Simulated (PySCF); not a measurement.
# CH3BFNO (SMILES NC1(F)BO1) at M06-L/6-31G(d) (spherical functions)

What is the energy change on altering one bond length of CH3BFNO at M06-L/6-31G* (spherical functions)? 

The results are computed with PySCF 2.14.0.

1 further run of the same task is left out (set aside as unsound or not needed).

### Step 1. The system as given

CH3BFNO: 8 atoms, total charge 0, spin state singlet. SMILES: `NC1(F)BO1`. The coordinates come from a PBE0-D4/def2-TZVP relaxation. This is one conformer, not always the lowest.

Bond lengths: N1–C2 1.387 Å, C2–F3 1.372 Å, C2–B4 1.510 Å, C2–O5 1.462 Å, B4–O5 1.335 Å, N1–H6 1.009 Å, N1–H7 1.013 Å, B4–H8 1.182 Å. Some angles: N1–C2–F3 113.8°, N1–C2–B4 127.1°, N1–C2–O5 115.3°, F3–C2–B4 118.6°, F3–C2–O5 108.3°, B4–C2–O5 53.3°, C2–B4–O5 61.5°, C2–O5–B4 65.2°, C2–N1–H6 112.2°, C2–N1–H7 112.6°.

### Step 2. The energy at M06-L/6-31G(d) (spherical functions)

The input, input.py:

```python
from pyscf import gto, dft

molecule = gto.Mole()
molecule.atom = '''
N     -0.814472     2.170161     0.348843
C      0.102234    -0.115651    -0.547265
F      0.230736    -0.250767    -3.133733
B      0.637972    -2.470250     0.973398
O      2.545272    -0.893840     0.482447
H     -2.720261     2.211169     0.399488
H     -0.142296     3.669092    -0.635326
H      0.334859    -4.427817     2.006700
'''
molecule.spin = 0
molecule.unit = 'bohr'
molecule.basis = '6-31g*'
molecule.verbose = 4
molecule.max_memory = 1860
molecule.build()

mf = dft.RKS(molecule, xc='m06-l')
mf.grids.level = 5
mf.conv_tol = 1e-10
mf.kernel()
if not mf.converged:
    mf = mf.newton().run(mf.mo_coeff, mf.mo_occ)

e_final = mf.e_tot
print('Final energy', e_final)
```

Started as:

```
$ OMP_NUM_THREADS=1 python input.py
```

Output:

```text
PySCF version 2.14.0

[INPUT] num. atoms = 8
[INPUT] num. electrons = 38
[INPUT] charge = 0
[INPUT] spin (= nelec alpha-beta = 2S) = 0
[INPUT] symmetry False subgroup None
[INPUT] Mole.unit = bohr
[INPUT] Symbol           X                Y                Z      unit          X                Y                Z       unit  Magmom
[INPUT]  1 N     -0.431000021332   1.148399745227   0.184599765789 AA   -0.814472000000   2.170161000000   0.348843000000 Bohr   0.0
[INPUT]  2 C      0.054099902981  -0.061199873620  -0.289600166334 AA    0.102234000000  -0.115651000000  -0.547265000000 Bohr   0.0
[INPUT]  3 F      0.122100232939  -0.132700181651  -1.658300088708 AA    0.230736000000  -0.250767000000  -3.133733000000 Bohr   0.0
[INPUT]  4 B      0.337600243605  -1.307200005275   0.515100038755 AA    0.637972000000  -2.470250000000   0.973398000000 Bohr   0.0
[INPUT]  5 O      1.346899937993  -0.472999758209   0.255299957877 AA    2.545272000000  -0.893840000000   0.482447000000 Bohr   0.0
[INPUT]  6 H     -1.439500128954   1.170100244293   0.211399945636 AA   -2.720261000000   2.211169000000   0.399488000000 Bohr   0.0
[INPUT]  7 H     -0.075299800405   1.941599871169  -0.336200040705 AA   -0.142296000000   3.669092000000  -0.635326000000 Bohr   0.0
[INPUT]  8 H      0.177199751671  -2.343099850524   1.061899909153 AA    0.334859000000  -4.427817000000   2.006700000000 Bohr   0.0

nuclear repulsion = 167.41129308119
number of shells = 36
number of NR pGTOs = 147
number of NR cGTOs = 76
basis = 6-31g*
ecp = {}

******** <class 'pyscf.dft.rks.RKS'> ********
method = RKS
initial guess = minao
damping factor = 0
level_shift factor = 0
DIIS = <class 'pyscf.scf.diis.CDIIS'>
diis_start_cycle = 1
diis_space = 8
diis_damp = 0
SCF conv_tol = 1e-10
SCF conv_tol_grad = None
SCF max_cycles = 50
direct_scf = True
direct_scf_tol = 1e-13
XC library pyscf.dft.libxc version 7.0.0
    S. Lehtola, C. Steigemann, M. J.T. Oliveira, and M. A.L. Marques.,  SoftwareX 7, 1–5 (2018)
XC functionals = m06-l
    Y. Zhao and D. G. Truhlar.,  Theor. Chem. Acc. 120, 215 (2008)
radial grids:
    Treutler-Ahlrichs [JCP 102, 346 (1995); DOI:10.1063/1.469408] (M4) radial grids

becke partition: Becke, JCP 88, 2547 (1988); DOI:10.1063/1.454033
pruning grids: <function nwchem_prune>
grids dens level: 5
symmetrized grids: False
atomic radii adjust function: <function treutler_atomic_radii_adjust>
small_rho_cutoff = 0
Set gradient conv threshold to 1e-05
Initial guess from minao.
tot grids = 285728
init E= -295.153183086212
  HOMO = -0.322351927525034  LUMO = -0.106619441170292  gap/eV = 5.87038
cycle= 1 E= -294.406705626264  delta_E= 0.746  |g|= 0.807  |ddm|= 2.84
  HOMO = -0.169469132044493  LUMO = 0.0196962120821293  gap/eV = 5.14745
cycle= 2 E= -294.027270038761  delta_E= 0.379  |g|= 1.58  |ddm|= 1.55
  HOMO = -0.22359694827589  LUMO = -0.0212858190341341  gap/eV = 5.50517
cycle= 3 E= -294.505064632536  delta_E= -0.478  |g|= 0.308  |ddm|= 1.16
  HOMO = -0.239995488123418  LUMO = -0.0280503537063606  gap/eV = 5.76732
cycle= 4 E= -294.523794455503  delta_E= -0.0187  |g|= 0.0637  |ddm|= 0.242
  HOMO = -0.242695794999642  LUMO = -0.0362015215918241  gap/eV = 5.61900
cycle= 5 E= -294.524385394405  delta_E= -0.000591  |g|= 0.0266  |ddm|= 0.0684
  HOMO = -0.240353144392343  LUMO = -0.0327504831538383  gap/eV = 5.64916
cycle= 6 E= -294.5245326368  delta_E= -0.000147  |g|= 0.00709  |ddm|= 0.0277
  HOMO = -0.240846729826647  LUMO = -0.0324946528196457  gap/eV = 5.66955
cycle= 7 E= -294.524541828225  delta_E= -9.19e-06  |g|= 0.00222  |ddm|= 0.00718
  HOMO = -0.240770210603471  LUMO = -0.0326681764264021  gap/eV = 5.66274
cycle= 8 E= -294.52454291457  delta_E= -1.09e-06  |g|= 0.000183  |ddm|= 0.00204
  HOMO = -0.240765767811029  LUMO = -0.0326694253347481  gap/eV = 5.66259
cycle= 9 E= -294.524542922453  delta_E= -7.88e-09  |g|= 4.91e-05  |ddm|= 0.000297
  HOMO = -0.240770764845336  LUMO = -0.0326710500777723  gap/eV = 5.66268
cycle= 10 E= -294.524542922999  delta_E= -5.45e-10  |g|= 1.59e-05  |ddm|= 6.48e-05
  HOMO = -0.240769400313217  LUMO = -0.0326713417227911  gap/eV = 5.66264
cycle= 11 E= -294.524542923053  delta_E= -5.43e-11  |g|= 6.66e-06  |ddm|= 2.16e-05
  HOMO = -0.240770176114159  LUMO = -0.0326707609164925  gap/eV = 5.66267
Extra cycle  E= -294.52454292304  delta_E= 1.32e-11  |g|= 9.76e-06  |ddm|= 1.68e-05
converged SCF energy = -294.52454292304
Final energy -294.5245429230397
```

Run time: 26 s. Hardware: 1 thread of Intel Xeon at 2.70GHz, shared host; peak memory 0.42 GiB.

### Step 3. The distorted shape, same level

The input, job.py:

```python
from pyscf import gto, dft

mol = gto.M(
    atom='''
N     -0.952002     2.513094     0.483282
C      0.102234    -0.115651    -0.547265
F      0.230736    -0.250767    -3.133733
B      0.637972    -2.470250     0.973398
O      2.545272    -0.893840     0.482447
H     -2.857791     2.554101     0.533927
H     -0.279827     4.012025    -0.500887
H      0.334859    -4.427817     2.006700
''',
    basis='6-31g*',
    unit='bohr',
    max_memory=1860,
    verbose=4,
)

mf = dft.RKS(mol, xc='m06-l')
mf.conv_tol = 1e-10
mf.grids.level = 5
mf.kernel()
if not mf.converged:
    mf = mf.newton().run(mf.mo_coeff, mf.mo_occ)

e_tot = mf.e_tot
print('Final energy', e_tot)
```

Started as:

```
$ OMP_NUM_THREADS=1 python job.py
```

Output:

```text
PySCF version 2.14.0

[INPUT] num. atoms = 8
[INPUT] num. electrons = 38
[INPUT] charge = 0
[INPUT] spin (= nelec alpha-beta = 2S) = 0
[INPUT] symmetry False subgroup None
[INPUT] Mole.unit = bohr
[INPUT] Symbol           X                Y                Z      unit          X                Y                Z       unit  Magmom
[INPUT]  1 N     -0.503777763150   1.329872073700   0.255741820848 AA   -0.952002000000   2.513094000000   0.483282000000 Bohr   0.0
[INPUT]  2 C      0.054099902981  -0.061199873620  -0.289600166334 AA    0.102234000000  -0.115651000000  -0.547265000000 Bohr   0.0
[INPUT]  3 F      0.122100232939  -0.132700181651  -1.658300088708 AA    0.230736000000  -0.250767000000  -3.133733000000 Bohr   0.0
[INPUT]  4 B      0.337600243605  -1.307200005275   0.515100038755 AA    0.637972000000  -2.470250000000   0.973398000000 Bohr   0.0
[INPUT]  5 O      1.346899937993  -0.472999758209   0.255299957877 AA    2.545272000000  -0.893840000000   0.482447000000 Bohr   0.0
[INPUT]  6 H     -1.512277870772   1.351572043588   0.282542000695 AA   -2.857791000000   2.554101000000   0.533927000000 Bohr   0.0
[INPUT]  7 H     -0.148078071400   2.123072199641  -0.265057985646 AA   -0.279827000000   4.012025000000  -0.500887000000 Bohr   0.0
[INPUT]  8 H      0.177199751671  -2.343099850524   1.061899909153 AA    0.334859000000  -4.427817000000   2.006700000000 Bohr   0.0

nuclear repulsion = 162.172177245741
number of shells = 36
number of NR pGTOs = 147
number of NR cGTOs = 76
basis = 6-31g*
ecp = {}

******** <class 'pyscf.dft.rks.RKS'> ********
method = RKS
initial guess = minao
damping factor = 0
level_shift factor = 0
DIIS = <class 'pyscf.scf.diis.CDIIS'>
diis_start_cycle = 1
diis_space = 8
diis_damp = 0
SCF conv_tol = 1e-10
SCF conv_tol_grad = None
SCF max_cycles = 50
direct_scf = True
direct_scf_tol = 1e-13
XC library pyscf.dft.libxc version 7.0.0
    S. Lehtola, C. Steigemann, M. J.T. Oliveira, and M. A.L. Marques.,  SoftwareX 7, 1–5 (2018)
XC functionals = m06-l
    Y. Zhao and D. G. Truhlar.,  Theor. Chem. Acc. 120, 215 (2008)
radial grids:
    Treutler-Ahlrichs [JCP 102, 346 (1995); DOI:10.1063/1.469408] (M4) radial grids

becke partition: Becke, JCP 88, 2547 (1988); DOI:10.1063/1.454033
pruning grids: <function nwchem_prune>
grids dens level: 5
symmetrized grids: False
atomic radii adjust function: <function treutler_atomic_radii_adjust>
small_rho_cutoff = 0
Set gradient conv threshold to 1e-05
[... 1 set-up line as earlier in the session ...]
tot grids = 285728
init E= -294.950982101841
  HOMO = -0.307527891071794  LUMO = -0.108471550327067  gap/eV = 5.41660
cycle= 1 E= -294.383504568409  delta_E= 0.567  |g|= 0.813  |ddm|= 2.79
  HOMO = -0.168793643409397  LUMO = 0.00354933748187136  gap/eV = 4.68969
cycle= 2 E= -293.974139540681  delta_E= 0.409  |g|= 1.64  |ddm|= 1.48
  HOMO = -0.2104649725736  LUMO = -0.0311503805808879  gap/eV = 4.87940
cycle= 3 E= -294.487394909628  delta_E= -0.513  |g|= 0.283  |ddm|= 1.13
  HOMO = -0.231563570859399  LUMO = -0.0359464794191195  gap/eV = 5.32301
cycle= 4 E= -294.502664188871  delta_E= -0.0153  |g|= 0.074  |ddm|= 0.227
  HOMO = -0.229805424332129  LUMO = -0.0440805420501644  gap/eV = 5.05383
cycle= 5 E= -294.503574530428  delta_E= -0.00091  |g|= 0.0243  |ddm|= 0.0719
  HOMO = -0.228434745129177  LUMO = -0.0405444458704327  gap/eV = 5.11276
cycle= 6 E= -294.503713487124  delta_E= -0.000139  |g|= 0.00455  |ddm|= 0.0265
  HOMO = -0.229125137221097  LUMO = -0.0404965137141744  gap/eV = 5.13285
cycle= 7 E= -294.503717656164  delta_E= -4.17e-06  |g|= 0.00191  |ddm|= 0.00556
  HOMO = -0.228831183807867  LUMO = -0.0406343535369635  gap/eV = 5.12110
cycle= 8 E= -294.50371853274  delta_E= -8.77e-07  |g|= 0.00037  |ddm|= 0.002
  HOMO = -0.228870273844813  LUMO = -0.0406331851671582  gap/eV = 5.12219
cycle= 9 E= -294.503718550578  delta_E= -1.78e-08  |g|= 0.000212  |ddm|= 0.000464
  HOMO = -0.228862079008367  LUMO = -0.0406293477052184  gap/eV = 5.12207
cycle= 10 E= -294.503718560824  delta_E= -1.02e-08  |g|= 2.66e-05  |ddm|= 0.000206
  HOMO = -0.228863483337642  LUMO = -0.0406311511217168  gap/eV = 5.12206
cycle= 11 E= -294.503718560991  delta_E= -1.67e-10  |g|= 3.53e-06  |ddm|= 2.75e-05
  HOMO = -0.228863499305372  LUMO = -0.0406308150438357  gap/eV = 5.12207
cycle= 12 E= -294.503718560989  delta_E= 1.71e-12  |g|= 5.27e-06  |ddm|= 7.53e-06
  HOMO = -0.228863513079359  LUMO = -0.0406311038192633  gap/eV = 5.12206
Extra cycle  E= -294.503718560967  delta_E= 2.23e-11  |g|= 1.19e-05  |ddm|= 1.09e-05
converged SCF energy = -294.503718560967
Final energy -294.5037185609672
```

Run time: 20 s. Hardware: 1 thread of Intel Xeon at 2.70GHz, shared host; peak memory 0.42 GiB.

### Step 4. Summary of results

At M06-L/6-31G* (spherical functions):

| quantity | value |
| --- | --- |
| first shape: total energy | -294.52454 Eh |
| first shape: dipole moment | 2.00 D |
| first shape: HOMO energy | -6.55 eV |
| first shape: LUMO energy | -0.89 eV |
| first shape: HOMO–LUMO gap | 5.66 eV |
| distorted shape: total energy | -294.50372 Eh |
| distorted shape: dipole moment | 1.65 D |
| distorted shape: HOMO energy | -6.23 eV |
| distorted shape: LUMO energy | -1.11 eV |
| distorted shape: HOMO–LUMO gap | 5.12 eV |
| energy change with the N1–C2 bond stretched from 1.387 to 1.595 Å | 0.567 eV |

In words: With the N1–C2 bond stretched from 1.387 to 1.595 Å the energy rises by 0.57 eV (54.7 kJ/mol). The first shape isn't relaxed at this level, so the change isn't measured from a minimum. Mulliken charges (distorted shape) run from -0.87 on N1 to +0.57 on C2; they depend strongly on the basis.
